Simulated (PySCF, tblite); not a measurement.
# C2H9NSi, a small molecule taken as a stand-in for a surface group (silyl): NMR shifts, core binding energies and electronic excitations

Aim: the NMR shifts, core binding energies and electronic excitations of `CN(C)[SiH3]`.

Programs: tblite 0.8.0 and PySCF 2.14.0. All values are calculated, for the isolated system unless a continuum is named. Atoms count from 0, parts from 1.

## 1. The system as given

13 atoms, charge 0, multiplicity 1; geometry: distance geometry start.

## 2. Relaxing the cluster with GFN2-xTB

What the job is given:

```
{"job": {"kind": "relax", "xc": "GFN2-xTB", "basis": "xTB"}, "charge": 0, "multiplicity": 1}
Si    -1.755731    -0.013173     0.543201
N     -0.186275     0.845105     0.202626
C      0.736006     0.188458    -0.712053
C     -0.274651     2.271701     0.092473
H     -1.927895    -1.006347    -0.452725
H     -1.676435    -0.614506     1.823931
H     -2.811415     0.896843     0.484245
H      0.208768    -0.037171    -1.577214
H      1.513352     0.850361    -0.946301
H      1.117609    -0.652108    -0.251788
H     -0.526423     2.669621     1.035512
H      0.640537     2.667566    -0.215379
H     -1.009568     2.529341    -0.599033
```

Level: GFN2-xTB geometry optimisation, gas phase.

Run with:

```
$ OMP_NUM_THREADS=1 python cluster_run.py task.json out
```

The driver reads the jobs from task.json and runs them one after another.

**Question.** The jobs that follow are: PBE0-D3(BJ)/def2-SVP geometry optimisation, gas phase; GIAO PBE0/pcSseg-2 NMR shielding, non-relativistic, gas phase; delta-SCF UKS SCAN, pcX-2 on the ionised atom, pcseg-1 elsewhere, spin-free X2C; TDDFT CAM-B3LYP/def2-SVPD, vertical, gas phase, core orbitals frozen in the response. Predict: point group; rotational constants (main isotopes); 13C shifts against TMS (PBE0/pcSseg-2, means over atoms taken as alike); 1H shifts against TMS (PBE0/pcSseg-2, means over atoms taken as alike); 29Si shifts against TMS (PBE0/pcSseg-2); 15N shifts against NH3 (PBE0/pcSseg-2); surface potential, 1st and 99th percentile; Si2p binding energies, SCAN/pcX-2; N1s binding energies, SCAN/pcX-2; C1s binding energies, SCAN/pcX-2; lowest singlet (CAM-B3LYP/def2-SVPD); brightest single state of those computed; lowest triplet; vertical ionisation energy (ΔSCF).

**Answer**, as computed:

| quantity | value |
| --- | --- |
| point group | Cs |
| rotational constants (main isotopes) | 8.42, 4.41, 3.12 GHz |
| 13C shifts against TMS (PBE0/pcSseg-2, means over atoms taken as alike) | 41.9 ppm |
| 1H shifts against TMS (PBE0/pcSseg-2, means over atoms taken as alike) | 4.81, 4.66, 2.75, 2.44, 2.42 ppm |
| 29Si shifts against TMS (PBE0/pcSseg-2) | -42.7 ppm |
| 15N shifts against NH3 (PBE0/pcSseg-2) | 7.4 ppm |
| surface potential, 1st and 99th percentile | -0.72 V and 0.84 V |
| Si2p binding energies, SCAN/pcX-2 | Si0 106.99 eV |
| N1s binding energies, SCAN/pcX-2 | N1 404.33 eV |
| C1s binding energies, SCAN/pcX-2 | C2 291.53 eV |
| lowest singlet (CAM-B3LYP/def2-SVPD) | 5.68 eV (218 nm), f = 0.011 |
| brightest single state of those computed | state 2, 6.51 eV, f = 0.047 |
| lowest triplet | 5.50 eV |
| vertical ionisation energy (ΔSCF) | 8.43 eV |

In words: Relaxing lowered the energy by 0.151 eV in 4 steps; the close pair that moved most is Si0–H5, from 1.455 to 1.505 Å (PBE0/def2-SVP). At PBE0/pcSseg-2: The largest span, 153 ppm, is at Si0, where the paramagnetic term is -494 ppm. The lowest singlet, at 5.68 eV, is HOMO→LUMO 0.85, HOMO→LUMO+1 0.11 and is weak; of the 6 states computed, the strongest absorption comes from state 2 at 6.51 eV. The lowest triplet lies 0.18 eV below the lowest singlet (triplets in Tamm-Dancoff, singlets in full TDDFT). ΔSCF puts the ionisation energy at 8.43 eV, 0.72 eV above −ε(HOMO). A capped cluster stands for the solid here, so long-range fields and strain are missing, and bands or shifts of the capping hydrogens have no counterpart in it.
